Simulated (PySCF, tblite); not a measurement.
# C₅H₁₄B₂O₂: geometry, infrared bands and NMR shifts

Aim: predict the infrared bands and NMR shifts of C₅H₁₄B₂O₂ (`BOB(CC)OC(C)C`).

The runs use tblite 0.8.0 and PySCF 2.14.0, with density-fitted response routines of our own; the level of theory stands in each step. All values are computed, except where a source is named. Atoms are numbered from 0 throughout.

### Step 1. Starting geometry

23 atoms, charge 0, multiplicity 1; geometry from: force field or distance geometry start.

Bonds of the start (Å): B0–O1 1.45, O1–B2 1.47, B2–C3 1.60, C3–C4 1.54, B2–O5 1.46, O5–C6 1.40, C6–C7 1.52, C6–C8 1.53, B0–H9 1.20, B0–H10 1.20, C3–H11 1.11, C3–H12 1.10, C4–H13 1.11, C4–H14 1.12, C4–H15 1.09, C6–H16 1.10, C7–H17 1.12, C7–H18 1.12, C7–H19 1.12, C8–H20 1.10, C8–H21 1.12, C8–H22 1.11.

### Step 2. Optimising the geometry with GFN2-xTB

Job settings and geometry (Å):

```
{"job": {"kind": "relax", "xc": "GFN2-xTB", "basis": "xTB"}, "charge": 0, "multiplicity": 1}
B     -1.998400     1.664500    -1.350800
O     -0.651600     1.215600    -1.075000
B     -0.754400     0.100500    -0.119700
C     -2.169600    -0.159900     0.569900
C     -2.085200    -1.589800     1.128000
O      0.441500    -0.146600     0.687600
C      1.503600     0.029800    -0.202100
C      2.377000    -1.203000    -0.332500
C      2.427400     1.159000     0.268700
H     -2.490800     1.213200    -2.343600
H     -2.257300     2.779400    -0.990300
H     -2.249100     0.532600     1.436600
H     -3.026500    -0.014800    -0.096400
H     -1.321100    -1.524600     1.935600
H     -1.624800    -2.166700     0.290600
H     -3.059500    -1.964600     1.452000
H      1.077700     0.289100    -1.182200
H      1.855700    -2.126000     0.022900
H      3.309200    -1.021600     0.269500
H      2.760700    -1.313700    -1.381700
H      3.137500     0.813500     1.033100
H      1.787800     2.015800     0.618600
H      3.005400     1.445300    -0.628600
```

Command:

```bash
$ OMP_NUM_THREADS=1 python probes_run.py task.json out
```

This one command runs all jobs of the session in turn.

**Question.** This job is followed by: GFN2-xTB harmonic vibrations, gas phase; GIAO PBE0/pcSseg-1 NMR shielding, non-relativistic, gas phase. What will the session give for the following? strongest single infrared mode (GFN2-xTB); zero-point energy (GFN2-xTB); 13C shifts against TMS (PBE0/pcSseg-1, means over atoms taken as alike); 1H shifts against TMS (PBE0/pcSseg-1, means over atoms taken as alike); 11B shifts against BF3·OEt2 (PBE0/pcSseg-1); 17O shifts against H2O (PBE0/pcSseg-1); surface potential, 1st and 99th percentile.

The runs gave:

| quantity | value |
| --- | --- |
| strongest single infrared mode (GFN2-xTB) | 1546 cm⁻¹, 566 km/mol |
| zero-point energy (GFN2-xTB) | 119.8 kcal/mol |
| 13C shifts against TMS (PBE0/pcSseg-1, means over atoms taken as alike) | 68.5, 26.7, 13.7, 10.9 ppm |
| 1H shifts against TMS (PBE0/pcSseg-1, means over atoms taken as alike) | 5.44, 4.36, 1.28, 1.05, 0.86 ppm |
| 11B shifts against BF3·OEt2 (PBE0/pcSseg-1) | 40.6, 25.4 ppm |
| 17O shifts against H2O (PBE0/pcSseg-1) | 275.6, 160.1 ppm |
| surface potential, 1st and 99th percentile | -0.96 V and 1.00 V |

What this shows: Relaxing lowered the energy by 2.532 eV in 104 steps; the close pair that moved most is B0–O1, from 1.446 to 1.299 Å. The lowest mode is slightly imaginary (11i cm⁻¹), a soft motion within the noise of the Hessian, so the minimum is not strictly shown. The strongest single mode, at 1546 cm⁻¹, moves mainly O1 and B0. Unscaled tight-binding wavenumbers are off by several per cent, some by more. Its intensities can rank the bands wrongly. At PBE0/pcSseg-1: Shielding is most anisotropic at O1 (span 273 ppm, paramagnetic term -333 ppm). By nearest atom (PBE0/pcSseg-1), the HOMO sits on O1, O5 about 22 % each; H9, H10 about 19 % each and the LUMO on B0 44 %; H9, H10 about 16 % each.
